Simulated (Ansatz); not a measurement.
# AlRu: a Al atom hops into a vacancy

One Al atom is taken out of a 2×2×2 supercell of AlRu. How high is the barrier for its neighbour Al2, 3.00 Å away, to move into the hole? The program relaxes both ends, then the band.

All numbers below are computed with Ansatz 0.2.0 (DFT PBE, plane waves, PAW, scalar-relativistic, no spin polarisation).

## (1) The system as given

The cell holds 15 atoms (Al7Ru8): a = 6.017 Å, b = 6.017 Å, c = 6.017 Å, α = 90.00°, β = 90.00°, γ = 90.00°.

The empty site lies at (0.02, 0.01, 3.00) Å, and Al2 starts at (0.03, 0.01, 0.00) Å. All atoms were shaken by about 0.02 Å to break the symmetry.

Structure file:

```xyz
15
Lattice="6.0171 0.0000 0.0000 0.0000 6.0171 0.0000 0.0000 0.0000 6.0171" Properties=species:S:1:pos:R:3 pbc="T T T"
Ru    1.5037    1.4952    1.5354
Al    0.0290    0.0057   -0.0012
Ru    1.4927    1.5205    4.5338
Ru    1.5294    4.5336    1.4710
Al   -0.0103    3.0041   -0.0086
Ru    1.5068    4.5009    4.5167
Al    0.0106    3.0045    2.9902
Ru    4.5073    1.4977    1.4878
Al    2.9985    0.0492    0.0032
Ru    4.5159    1.5276    4.4943
Al    2.9972   -0.0033    3.0058
Ru    4.5079    4.5245    1.5241
Al    3.0071    3.0041    0.0046
Ru    4.5117    4.5299    4.5128
Al    3.0060    3.0190    3.0078
```

## (2) Relaxing the ends and the band

crystal.atoms is the first end and neb.final_atoms the second, which differs in Al2 alone.

File input.yaml:

```yaml
crystal:
  lattice:
    - [6.01711, 0.0, 0.0]
    - [0.0, 6.01711, 0.0]
    - [0.0, 0.0, 6.01711]
  atoms:
    - { symbol: Ru, position: [0.24990082, 0.24848543, 0.2551731] }
    - { symbol: Al, position: [0.00481357, 0.00094657, -0.0002018] }
    - { symbol: Ru, position: [0.24807698, 0.25270083, 0.75348229] }
    - { symbol: Ru, position: [0.25417762, 0.75344414, 0.24446866] }
    - { symbol: Al, position: [-0.00171093, 0.49926126, -0.00143005] }
    - { symbol: Ru, position: [0.25042247, 0.74801976, 0.75064281] }
    - { symbol: Al, position: [0.00176766, 0.49931981, 0.49695688] }
    - { symbol: Ru, position: [0.74908535, 0.24889965, 0.24725863] }
    - { symbol: Al, position: [0.4983313, 0.0081766, 0.00053794] }
    - { symbol: Ru, position: [0.75050705, 0.25386812, 0.74691903] }
    - { symbol: Al, position: [0.49810831, -0.00054444, 0.49954545] }
    - { symbol: Ru, position: [0.74917871, 0.75194143, 0.25330184] }
    - { symbol: Al, position: [0.49976418, 0.49925417, 0.00075865] }
    - { symbol: Ru, position: [0.74981432, 0.75283022, 0.7499925] }
    - { symbol: Al, position: [0.49956832, 0.50173623, 0.4998813] }
kpoints:
  mp_grid: { grid: [2, 2, 2] }
magnetization:
  spin_polarized: false
scf:
  occupations: { method: fermi_dirac, width: 0.1 }
hamiltonian:
  pseudopotentials: { kind: paw }
  xc: pbe
basis:
  ecutwfc: 420
neb:
  images: 5
  relax_end_points: true
  climbing: true
  f_tol: 0.1
  max_iterations: 40
  order_check: false
  final_atoms:
    - { symbol: Ru, position: [0.24990082, 0.24848543, 0.2551731] }
    - { symbol: Al, position: [0.00318503, 0.00193002, 0.4988385] }
    - { symbol: Ru, position: [0.24807698, 0.25270083, 0.75348229] }
    - { symbol: Ru, position: [0.25417762, 0.75344414, 0.24446866] }
    - { symbol: Al, position: [-0.00171093, 0.49926126, -0.00143005] }
    - { symbol: Ru, position: [0.25042247, 0.74801976, 0.75064281] }
    - { symbol: Al, position: [0.00176766, 0.49931981, 0.49695688] }
    - { symbol: Ru, position: [0.74908535, 0.24889965, 0.24725863] }
    - { symbol: Al, position: [0.4983313, 0.0081766, 0.00053794] }
    - { symbol: Ru, position: [0.75050705, 0.25386812, 0.74691903] }
    - { symbol: Al, position: [0.49810831, -0.00054444, 0.49954545] }
    - { symbol: Ru, position: [0.74917871, 0.75194143, 0.25330184] }
    - { symbol: Al, position: [0.49976418, 0.49925417, 0.00075865] }
    - { symbol: Ru, position: [0.74981432, 0.75283022, 0.7499925] }
    - { symbol: Al, position: [0.49956832, 0.50173623, 0.4998813] }
```

The run is started by

```bash
ansatz run input.yaml --threads 4 --pin off --max-ram 8192MiB --backend cpu --events-out ev --progress --plain --runs-dir out
```

Output (excerpt; [...] marks lines left out):

```text
Warning: neb: disabling space-group detection — the band's intermediate images generally break the endpoint symmetry, so no spatial operation reduces the k-mesh or symmetrises the density, except that a semilocal band can use its path's symmetry ahead of convergence; time reversal is [...]
Warning: RAYON_NUM_THREADS=4 ignored (pool sized by the plan → 4); use --threads N
[...]
Pseudopotentials: kind: paw
Pseudopotential: Ru, paw, valence charge 16, recommended cutoff 420 eV (normal), Ru.paw.azcp
Pseudopotential: Al, paw, valence charge 3, recommended cutoff 420 eV (normal), Al.paw.azcp
Functional definition: PBE
[...]
parallel-image band execution: 4 concurrent image workers
NEB image 0
Crystal: 15 atoms, lattice volume = 217.853 Å³
Basis set: ecut = 420 eV, 4337 PW (Γ), exchange–correlation on 90×90×90 points (8 copies of the dense FFT grid, shifted against one another)
Bands: 90, of which v1, the nominal top of the filled ones, is band 75 counted from 1 (74 counted from 0)
Symmetry: 1 space group operations
k-points: 8
[...]
SCF iter   1: F=—  HF=-50799.998159 eV  |F-HF|=—  |Δ(HF+E_count)|=         —  Δρ=5.66e-3  dr2=7.01e-2  ethr=1.77e-3  ⟨swp⟩=6.8  Hψ=2689  notcnv=0  defer=6
[...]
NSCF: frozen V_eff on 8 k-points
NEB image 6
[...]
NSCF: frozen V_eff on 8 k-points
NEB end point (image 0): max|allowed force component| = 5.979e-1 eV/Å (the criterion of neb.relax_end_points is 2.000e-2)
NEB end point (image 6): max|allowed force component| = 6.159e-1 eV/Å (the criterion of neb.relax_end_points is 2.000e-2)
NEB image 0, for its relaxation
[...]
NEB image 0, for its relaxation
[...]
NEB image 0, for its relaxation
[...]
NEB image 0
[...]
NSCF: frozen V_eff on 8 k-points
NEB end point (image 0): relaxed in 19 SCF iterations, 0.095323 eV lower, largest move of an atom 0.063 Å; not tested for a saddle point
NEB image 6, for its relaxation
[...]
SCF iter   4: F=-50799.990007 eV  HF=-50799.990007 eV  |F-HF|=1.60e-10  |Δ(HF+E_count)|=  5.24e-10  Δρ=5.24e-7  dr2=8.24e-10  ethr=9.76e-12  ⟨swp⟩=2.0  Hψ=1011  notcnv=0
[...]
```

## (3) The log goes on

The log, continued (excerpt; [...] marks lines left out):

```text
SCF iter   5: F=-50799.990007 eV  HF=-50799.990007 eV  |F-HF|=1.09e-10  |Δ(HF+E_count)|=  8.73e-11  Δρ=2.86e-7  dr2=2.25e-10  ethr=1.00e-12  ⟨swp⟩=2.0  Hψ=908  notcnv=0
[...]
NEB image 6, for its relaxation
[...]
NEB image 6, for its relaxation
[...]
NEB image 6
[...]
NSCF: frozen V_eff on 8 k-points
NEB end point (image 6): relaxed in 19 SCF iterations, 0.091252 eV lower, largest move of an atom 0.051 Å; not tested for a saddle point
NEB image 1
[...]
NEB image 2
[...]
NEB image 3
[...]
NEB image 4
[...]
NEB image 5
[...]
NEB iter   1: max|band force component| = 3.606e0 eV/Å  barrier→ = 4.6216 eV  barrier← = 4.6216 eV  Δτ_max = 0.2000 Å  (62 SCF iters)
NEB image 1
[...]
NEB image 2
[...]
NEB image 3
[...]
NEB image 4
[...]
SCF iter   1: F=—  HF=-50798.480869 eV  |F-HF|=—  |Δ(HF+E_count)|=         —  Δρ=2.59e-2  dr2=2.58e0  ethr=1.73e-3  ⟨swp⟩=1.6  Hψ=3142  notcnv=0
```

## (4) More of the same log

Output, continued (excerpt; [...] marks lines left out):

```text
SCF iter   2: F=—  HF=-50798.330880 eV  |F-HF|=—  |Δ(HF+E_count)|=   1.50e-1  Δρ=1.36e-2  dr2=8.05e-1  ethr=1.73e-3  ⟨swp⟩=1.1  Hψ=721  notcnv=0
[...]
NEB image 5
[...]
NEB iter   2: max|band force component| = 2.092e-1 eV/Å  barrier→ = 2.5669 eV  barrier← = 2.5669 eV  CI = image 3  Δτ_max = 0.0155 Å  (41 SCF iters)
[...]
NEB iter   3: max|band force component| = 6.123e-2 eV/Å  barrier→ = 2.5625 eV  barrier← = 2.5625 eV  CI = image 3  Δτ_max = 0.0000 Å  (30 SCF iters)
SCF converged after 6 iterations
Free energy (F): -50797.518759 eV
[...]
E sigma→0 (E₀):  -50797.340488 eV
Entropy (-TS):   -0.356542 eV (-23.769 meV/atom)
Fermi energy:    14.972006 eV
[...]
--- Forces (eV/Å), atoms counted from 1 ---
  atom   1  Ru    -0.02285748    -0.02276531     0.00000464
  atom   2  Al    -0.00014869    -0.00007163    -0.00006640
  atom   3  Ru    -0.00176968    -0.00164633    -0.00009517
[...]
    - { symbol: Al, position: [5.5405279751746e-5, 0.5012361021695525, -0.0006738323104240561] }
    - { symbol: Ru, position: [0.23602060073449035, 0.7652998184835011, 0.7497940512482639] }
    - { symbol: Al, position: [6.185091051350022e-5, 0.5012700273854039, 0.5002467401246175] }
    - { symbol: Ru, position: [0.7293060123998759, 0.27201148033551303, 0.2497965779166101] }
    - { symbol: Al, position: [0.5000579899420963, 0.0012651389465912332, -0.0006654730541469958] }
    - { symbol: Ru, position: [0.7641135330606743, 0.23720094825181648, 0.7497815471894178] }
    - { symbol: Al, position: [0.5000510777946895, 0.0012416137281521448, 0.5002378278824395] }
    - { symbol: Ru, position: [0.7293075271377332, 0.7304987361796523, 0.24978138390595975] }
    - { symbol: Al, position: [0.5000743330889463, 0.5012502147100747, -0.03370635715965898] }
    - { symbol: Ru, position: [0.7641149402718792, 0.7653093224851156, 0.7497919106611869] }
    - { symbol: Al, position: [0.5000741925153017, 0.5012648664550534, 0.5332815876341153] }
```

It took 76 s on 4 threads of Intel Xeon Platinum 8259CL at 2.50GHz (Skylake/Cascade Lake), shared host; peak memory 1.4 GiB.

## (5) Images and barrier

Images 0 and 6 are the ends. Energies count from image 0; the path length is the program's own measure over all atoms.

| image | path (Å) | energy (eV) | Al2 x y z (Å) | band force (eV/Å) |
| --- | --- | --- | --- | --- |
| 0 | 0.000 | 0.0000 | 0.00 0.01 0.00 | - |
| 1 | 0.529 | 0.5331 | 0.00 0.01 0.44 | 0.061 |
| 2 | 1.059 | 1.8314 | 0.00 0.01 0.96 | 0.035 |
| 3* | 1.588 | 2.5625 | 0.00 0.01 1.50 | 0.023 |
| 4 | 2.118 | 1.8317 | 0.00 0.01 2.04 | 0.035 |
| 5 | 2.647 | 0.5335 | 0.00 0.01 2.56 | 0.061 |
| 6 | 3.176 | 0.0000 | 0.00 0.01 3.01 | - |

The star marks the climbing image.

image, energy (eV) and a bar:
```
        0      0.000 
        1      0.533 ######
        2      1.831 #####################
        3      2.562 ##############################
        4      1.832 #####################
        5      0.533 ######
        6      0.000
```

The top of the band by iteration:

| iteration | highest image above image 0 (eV) | largest band force (eV/Å) |
| --- | --- | --- |
| 1 | 4.6216 | 3.606 |
| 2 | 2.5669 | 0.209 |
| 3 | 2.5625 | 0.061 |

Positions of all images (Å):

```xyz
15
Lattice="6.017 0.000 0.000 0.000 6.017 0.000 0.000 0.000 6.017" Properties=species:S:1:pos:R:3 pbc="T T T" image=0 dE=0.0000
Ru    1.489    1.496    1.519
Al    0.001    0.007   -0.001
Ru    1.489    1.495    4.495
Ru    1.489    4.536    1.519
Al    0.000    3.016   -0.001
Ru    1.489    4.536    4.496
Al    0.001    3.016    3.008
Ru    4.530    1.495    1.520
Al    3.009    0.008   -0.001
Ru    4.530    1.495    4.495
Al    3.009    0.007    3.007
Ru    4.530    4.536    1.519
Al    3.009    3.016   -0.001
Ru    4.530    4.537    4.496
Al    3.010    3.016    3.007
15
Lattice="6.017 0.000 0.000 0.000 6.017 0.000 0.000 0.000 6.017" Properties=species:S:1:pos:R:3 pbc="T T T" image=1 dE=0.5331
Ru    1.562    1.569    1.524
Al    0.001    0.007    0.442
Ru    1.437    1.444    4.508
Ru    1.562    4.463    1.524
Al    0.001    3.016   -0.005
Ru    1.437    4.588    4.508
Al    0.001    3.016    3.001
Ru    4.456    1.569    1.524
Al    3.009    0.007   -0.005
Ru    4.582    1.444    4.508
Al    3.009    0.007    3.001
Ru    4.456    4.463    1.524
Al    3.009    3.016   -0.127
Ru    4.582    4.588    4.508
Al    3.009    3.016    3.144
15
Lattice="6.017 0.000 0.000 0.000 6.017 0.000 0.000 0.000 6.017" Properties=species:S:1:pos:R:3 pbc="T T T" image=2 dE=1.8314
Ru    1.610    1.617    1.520
Al    0.001    0.008    0.962
Ru    1.422    1.429    4.509
Ru    1.610    4.415    1.520
Al    0.000    3.016   -0.009
Ru    1.422    4.603    4.509
Al    0.000    3.016    3.004
Ru    4.408    1.617    1.520
Al    3.009    0.008   -0.009
Ru    4.596    1.429    4.509
Al    3.009    0.007    3.004
Ru    4.408    4.415    1.520
Al    3.009    3.016   -0.185
Ru    4.596    4.603    4.509
Al    3.009    3.016    3.196
15
Lattice="6.017 0.000 0.000 0.000 6.017 0.000 0.000 0.000 6.017" Properties=species:S:1:pos:R:3 pbc="T T T" image=3 dE=2.5625
Ru    1.630    1.637    1.503
Al    0.000    0.008    1.503
Ru    1.420    1.427    4.512
Ru    1.630    4.395    1.503
Al    0.000    3.016   -0.004
Ru    1.420    4.605    4.512
Al    0.000    3.016    3.010
Ru    4.388    1.637    1.503
Al    3.009    0.008   -0.004
Ru    4.598    1.427    4.512
Al    3.009    0.007    3.010
Ru    4.388    4.395    1.503
Al    3.009    3.016   -0.203
Ru    4.598    4.605    4.512
Al    3.009    3.016    3.209
15
Lattice="6.017 0.000 0.000 0.000 6.017 0.000 0.000 0.000 6.017" Properties=species:S:1:pos:R:3 pbc="T T T" image=4 dE=1.8317
Ru    1.610    1.618    1.486
Al    0.000    0.008    2.044
Ru    1.422    1.429    4.514
Ru    1.610    4.415    1.486
Al    0.000    3.016    0.002
Ru    1.422    4.604    4.514
Al    0.000    3.016    3.015
Ru    4.408    1.617    1.486
Al    3.009    0.008    0.002
Ru    4.596    1.429    4.514
Al    3.009    0.008    3.014
Ru    4.408    4.415    1.486
Al    3.009    3.016   -0.190
Ru    4.596    4.604    4.514
Al    3.009    3.016    3.191
15
Lattice="6.017 0.000 0.000 0.000 6.017 0.000 0.000 0.000 6.017" Properties=species:S:1:pos:R:3 pbc="T T T" image=5 dE=0.5335
Ru    1.562    1.569    1.482
Al    0.000    0.008    2.563
Ru    1.436    1.444    4.515
Ru    1.562    4.463    1.482
Al    0.000    3.016    0.005
Ru    1.436    4.589    4.516
Al    0.000    3.016    3.011
Ru    4.456    1.569    1.482
Al    3.009    0.008    0.005
Ru    4.581    1.444    4.515
Al    3.009    0.008    3.011
Ru    4.456    4.463    1.482
Al    3.009    3.016   -0.138
Ru    4.581    4.589    4.516
Al    3.009    3.016    3.133
15
Lattice="6.017 0.000 0.000 0.000 6.017 0.000 0.000 0.000 6.017" Properties=species:S:1:pos:R:3 pbc="T T T" image=6 dE=0.0000
Ru    1.488    1.496    1.487
Al    0.000    0.008    3.007
Ru    1.488    1.496    4.528
Ru    1.488    4.537    1.487
Al    0.000    3.016   -0.002
Ru    1.488    4.537    4.528
Al    0.000    3.016    3.007
Ru    4.529    1.496    1.487
Al    3.008    0.008   -0.001
Ru    4.529    1.496    4.528
Al    3.009    0.007    3.007
Ru    4.529    4.537    1.486
Al    3.009    3.016   -0.002
Ru    4.529    4.537    4.528
Al    3.009    3.016    3.007
```

## (6) Outcome

```
                    quantity                                                                   value
      relaxation of the ends  0.095 eV lower, moves up to 0.06 Å; 0.091 eV lower, moves up to 0.05 Å
            barrier forwards                                                                 2.56 eV
           barrier backwards                                                                 2.56 eV
second end relative to first                                                                0.000 eV
               highest image                                                   3 of 0 to 6, climbing
             band iterations                                                                       3
```

**Reading.** The top lies 2.56 eV above the first end, or 99 kT at room temperature; with a typical attempt rate of 10^13 per second that is roughly 10^-30 events a second. Both ends agree in energy to 1 meV. The input switches the test of curvatures off, so the top was not shown to be a first-order saddle. The cell of 15 atoms is small, so the barrier is not converged with size. The k-mesh is coarse.
